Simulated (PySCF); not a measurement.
# AlCl3GaH3: the cost of one run

The runs use PySCF 2.14.0, with density-fitted response routines of our own; the level of theory stands in each step. All values are computed, except where a source is named. Atoms are numbered from 0 throughout.

## Step 1: The starting structure

8 atoms, charge 0, multiplicity 1; geometry from: GFN2-xTB. The atoms were then displaced at random by about 0.01 Å, so the start is not that level's minimum.

Bonds of the start (Å): Cl0–Al1 1.99, Al1–Cl2 2.20, Cl2–Ga3 2.30, Ga3–Cl4 2.29, Cl4–Al1 2.22, Al1–H5 1.52, Ga3–H6 1.54, Ga3–H7 1.53.

## Step 2: Optimising the geometry at PBE0-D3(BJ)/def2-SVP

Job settings and geometry (Å):

```
{"job": {"xc": "PBE0", "basis": "def2-SVP", "d3": "d3bj", "grid": 1, "shake": 0.01, "kind": "geom"}, "charge": 0, "multiplicity": 1}
Cl    -3.016010     0.911330     0.353830
Al    -1.531350    -0.305120    -0.162020
Cl    -0.074850    -0.552530     1.473830
Ga     1.611360     0.247710     0.127380
Cl    -0.007040     0.703910    -1.430300
H     -1.586010    -1.692260    -0.771510
H      2.146930     1.563000     0.714730
H      2.512090    -0.895180    -0.358410
```

Started as:

```sh
$ OMP_NUM_THREADS=1 python probes_run.py task.json out
```

The driver reads the jobs from task.json and runs them one after another.

**Question.** How long does this first job take on 1 thread of Arm Neoverse V1, shared host, and how much memory does it need?

About 96 s, with a peak of 0.56 GiB.
